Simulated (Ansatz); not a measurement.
# Br2Cl2Hf: the cost of one run

Computed with Ansatz 0.2.0, Gaussian basis. Level: the settings change from run to run.

### 1 The geometry

The structure was relaxed beforehand with PBE0-D4 in a triple-zeta def2 set. Hf takes a core potential in def2 sets; no spin-orbit term is included.

SMILES `[Cl][Hf]([Cl])([Br])[Br]`, 5 atoms, charge 0, spin multiplicity 1.

Atoms are counted from 1 here; the program's logs count them from 0.

Bond lengths: Cl1–Hf2 2.315 Å, Hf2–Cl3 2.315 Å, Hf2–Br4 2.472 Å, Hf2–Br5 2.472 Å. Angles: Cl1–Hf2–Cl3 109.2°, Cl1–Hf2–Br4 109.5°, Cl1–Hf2–Br5 109.5°, Cl3–Hf2–Br4 109.5°, Cl3–Hf2–Br5 109.5°, Br4–Hf2–Br5 109.8°.

### 2 B97/def2-mTZVP

Set apart from the defaults: multiplicity 3.

in.yaml reads:

```yaml
crystal:
  periodic: [false, false, false]
  atoms:
    - {symbol: Cl, position_ang: [-0.594993, -0.329480, 2.223266]}
    - {symbol: Hf, position_ang: [0.025972, -0.032432, 0.013395]}
    - {symbol: Cl, position_ang: [1.978056, -1.208126, -0.392162]}
    - {symbol: Br, position_ang: [-1.765819, -0.874861, -1.466346]}
    - {symbol: Br, position_ang: [0.406684, 2.371200, -0.419553]}
basis:
  gaussian: {orbitals: def2-mTZVP}
magnetization: {spin_polarized: true, initial_magnetization: 2}
hamiltonian: {xc: {name: B97}}
output: {forces: true}
```

Started as:

```bash
ansatz run in.yaml --threads 4 --pin off --events-out ev --progress --plain --max-ram 11315MiB
```

**Question.** How long does this run take on 4 threads of Arm Neoverse V1, shared host, and how much memory does it need?

About 2.9 min, with a peak of 1.1 GiB.
